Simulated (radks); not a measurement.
# Nuclear size and the levels of Rb³⁺

The task here is to estimate one member of a computed series from the others.

Method: Dirac Kohn-Sham, exchange-only LDA, spin-unpolarised, spherical densities, finite nucleus; open shells fill j = l - 1/2 first. Code: radks (a radial shooting solver on a logarithmic mesh, Libxc functionals) version 1.

## What is computed

```
element            : rubidium (Z = 37)
charge             : +3
electrons          : 34
configuration      : [Ar] 3d10 4s2 4p4
nuclear rms radius : 4.2036 fm
```

Set-up of the first run:

Settings of this run:

```text
Z 37
configuration [Ar] 3d10 4s2 4p4 5s0 4d0
relativity Dirac
functional lda,
spin unpolarised
j_filling energy
nucleus finite rms 4.2036 fm
c 137.035999084
```

Among the steps run: rms radius 4.2036 fm.

One table of the session follows, with a row left open; its other results are not shown here.

It belongs to the step «rms radius 4.2036 fm». Radial moments (bohr):

| level | <r> | outermost maximum (interpolated) | 90 % within | nodes |
| --- | --- | --- | --- | --- |
| 3d3/2 | ? | ? | ? | ? |
| 3d5/2 | 0.5261 | 0.393 | 0.857 | 0 |
| 4s1/2 | 1.393 | 1.23 | 2.04 | 3 |
| 4p1/2 | 1.560 | 1.35 | 2.31 | 2 |
| 4p3/2 | 1.588 | 1.38 | 2.35 | 2 |
| 4d3/2 | 2.221 | 1.86 | 3.39 | 1 |
| 4d5/2 | 2.232 | 1.87 | 3.40 | 1 |
| 5s1/2 | 3.267 | 3.04 | 4.66 | 4 |

Estimate the missing values for 3d3/2.

As computed: <r>: 0.5224; outermost maximum (interpolated): 0.390; 90 % within: 0.851; nodes: 0. In the column «<r>» it is the lowest.
